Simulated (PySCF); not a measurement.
# B3H12Pb (Pb(BH4)3-): the cost of one run

Program: PySCF 2.14.0. Level of theory: PBE, Pb def2-SVP with ECP60, B def2-SVP, H def2-SVP; scalar-relativistic core potentials, no spin–orbit coupling. These are calculated values, not measurements.

1 further run of the same task is left out (for a known fault of the program).

### 1 Starting geometry

16 atoms, charge -1, spin multiplicity 1.

Bond lengths: Pb1–B2 2.667 Å, Pb1–H5 2.246 Å, Pb1–B7 2.667 Å, Pb1–H10 2.246 Å, Pb1–B12 2.667 Å, Pb1–H15 2.246 Å, B2–H3 1.234 Å, B2–H4 1.244 Å, B2–H5 1.280 Å, B2–H6 1.246 Å, B7–H8 1.234 Å, B7–H9 1.244 Å, B7–H10 1.280 Å, B7–H11 1.246 Å, B12–H13 1.234 Å, B12–H14 1.244 Å, B12–H15 1.280 Å, B12–H16 1.246 Å. Angles: B2–Pb1–H5 28.6°, B2–Pb1–B7 112.1°, B2–Pb1–H10 93.5°, B2–Pb1–B12 112.1°, B2–Pb1–H15 102.3°, H5–Pb1–B7 102.3°, H5–Pb1–H10 76.2°, H5–Pb1–B12 93.5°, H5–Pb1–H15 76.2°, B7–Pb1–H10 28.6°, B7–Pb1–B12 112.1°, B7–Pb1–H15 93.5°, H10–Pb1–B12 102.3°, H10–Pb1–H15 76.2°, B12–Pb1–H15 28.6°, Pb1–B2–H3 159.3°, Pb1–B2–H4 80.8°, Pb1–B2–H5 57.1° and more.

As a file:

```
Pb    0.00000    0.00000    0.11723
B     2.55501    0.01598   -0.64768
H     3.53607    0.02447   -1.39650
H     2.60220   -0.90691    0.18448
H     1.58824   -0.19779   -1.45903
H     2.40438    1.12203   -0.09363
B    -1.29135    2.20472   -0.64766
H    -1.78923    3.05010   -1.39646
H    -0.51569    2.70703    0.18450
H    -0.62283    1.47436   -1.45902
H    -2.17390    1.52124   -0.09360
B    -1.26367   -2.22070   -0.64767
H    -1.74686   -3.07456   -1.39648
H    -2.08651   -1.80012    0.18450
H    -0.96543   -1.27656   -1.45902
H    -0.23049   -2.64327   -0.09362
```

Formal oxidation states: Pb +2. An earlier session relaxed this geometry at PBE, Pb def2-SVP with ECP60, B def2-SVP, H def2-SVP (singlet, point group C3).

Its energy there is -274.456239 Eh.

### 2 Multiplicity 3 at the relaxed geometry

run.py (the lines that set the calculation) reads:

```python
mol = gto.M(atom='''
Pb     0.00000     0.00000     0.11723
B      2.55501     0.01598    -0.64768
H      3.53607     0.02447    -1.39650
H      2.60220    -0.90691     0.18448
H      1.58824    -0.19779    -1.45903
H      2.40438     1.12203    -0.09363
B     -1.29135     2.20472    -0.64766
H     -1.78923     3.05010    -1.39646
H     -0.51569     2.70703     0.18450
H     -0.62283     1.47436    -1.45902
H     -2.17390     1.52124    -0.09360
B     -1.26367    -2.22070    -0.64767
H     -1.74686    -3.07456    -1.39648
H     -2.08651    -1.80012     0.18450
H     -0.96543    -1.27656    -1.45902
H     -0.23049    -2.64327    -0.09362''',
    basis={'Pb': 'def2-SVP', 'B': 'def2-SVP', 'H': 'def2-SVP'},
    ecp={'Pb': 'def2-SVP'},
    charge=-1, spin=2)
mf = dft.UKS(mol, xc='PBE')
mf.grids.atom_grid = (50, 194)
mf = mf.density_fit()  # fitting sets: Pb def2-universal-JKFIT, B def2-universal-JKFIT, H def2-universal-JKFIT
mf.conv_tol = 1e-08; mf.max_cycle = 55
mf.kernel(dm0)  # dm0: free metal ions and neutral atoms
```

Command:

```bash
OMP_NUM_THREADS=2 python run.py
```

**Question.** How long does this run take on 2 threads of Arm Neoverse V2, shared host?

About 9 s.
